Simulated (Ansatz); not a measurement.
# CH7NOSi: basis-set convergence

An exercise on one series of results from a longer session: the logs are not shown, and one member is left open.

Method: one geometry, several basis sets; program: Ansatz 0.2.0, Gaussian basis.

Plan: PBE0-D4/def2-SVP; ωB97M-V/def2-SVP; PBE0-D4/def2-QZVPP; ωB97M-V/def2-QZVPP; the functionals' def2-TZVPP values are taken from earlier runs.

### The geometry

An earlier PBE0-D4 in a triple-zeta def2 set relaxation fixed the geometry.

SMILES `NC[SiH2]O`, 11 atoms, charge 0, spin multiplicity 1.

Atoms are counted from 1 here; the program's logs count them from 0.

Bond lengths: N1–C2 1.468 Å, N1–H5 1.012 Å, N1–H6 1.013 Å, C2–Si3 1.883 Å, C2–H7 1.099 Å, C2–H8 1.095 Å, Si3–O4 1.646 Å, Si3–H9 1.493 Å, Si3–H10 1.485 Å, O4–H11 0.965 Å. Angles: C2–N1–H5 111.5°, C2–N1–H6 110.7°, H5–N1–H6 106.9°, N1–C2–Si3 106.3°, N1–C2–H7 114.9°, N1–C2–H8 108.2°, Si3–C2–H7 113.3°, Si3–C2–H8 107.0°, H7–C2–H8 106.8°, C2–Si3–O4 106.4°, C2–Si3–H9 108.9°, C2–Si3–H10 112.7°, O4–Si3–H9 111.3°, O4–Si3–H10 108.8°, H9–Si3–H10 108.7°, Si3–O4–H11 110.3°.

The first run:

Input file in.yaml:

```yaml
crystal:
  periodic: [false, false, false]
  atoms:
    - {symbol: N, position_ang: [-1.027561, 0.085417, -1.007451]}
    - {symbol: C, position_ang: [0.295239, 0.573771, -0.600142]}
    - {symbol: Si, position_ang: [0.634668, -0.169124, 1.096008]}
    - {symbol: O, position_ang: [0.255932, -1.767556, 0.988200]}
    - {symbol: H, position_ang: [-1.207945, 0.273396, -1.985512]}
    - {symbol: H, position_ang: [-1.757438, 0.548626, -0.479848]}
    - {symbol: H, position_ang: [0.414301, 1.666084, -0.628440]}
    - {symbol: H, position_ang: [1.039699, 0.157018, -1.286333]}
    - {symbol: H, position_ang: [-0.218522, 0.522316, 2.107642]}
    - {symbol: H, position_ang: [2.056493, -0.039950, 1.503590]}
    - {symbol: H, position_ang: [-0.419367, -1.906897, 0.313086]}
basis:
  gaussian: {orbitals: def2-SVP}
hamiltonian: {xc: pbe0, dispersion: d4}
output: {orbitals: {seedname: orbitals}}
```

Started as:

```bash
ansatz run in.yaml --threads 2 --pin off --events-out ev --progress --plain --max-ram 4352MiB
```

Among the steps run: PBE0-D4 in def2-SVP; ωB97M-V in def2-SVP; PBE0-D4 in def2-QZVPP; ωB97M-V in def2-QZVPP.

One of the session's tables, all rows but one given; the rest of the session is left out.

It belongs to the step «Density functionals: the series». 

```
functional       basis  HOMO (eV)  LUMO (eV)
   PBE0-D4    def2-SVP      -7.05       1.14
   PBE0-D4  def2-TZVPP      -7.26       0.47
   PBE0-D4  def2-QZVPP          ?          ?
   ωB97M-V    def2-SVP      -9.42       2.90
   ωB97M-V  def2-TZVPP      -9.63       1.99
   ωB97M-V  def2-QZVPP      -9.67       1.47
```

**Question.** Estimate the row for PBE0-D4, def2-QZVPP.

As computed: HOMO (eV): -7.30; LUMO (eV): 0.18. In the column «HOMO (eV)» it lies between ωB97M-V, def2-SVP (-9.42) and PBE0-D4, def2-TZVPP (-7.26).
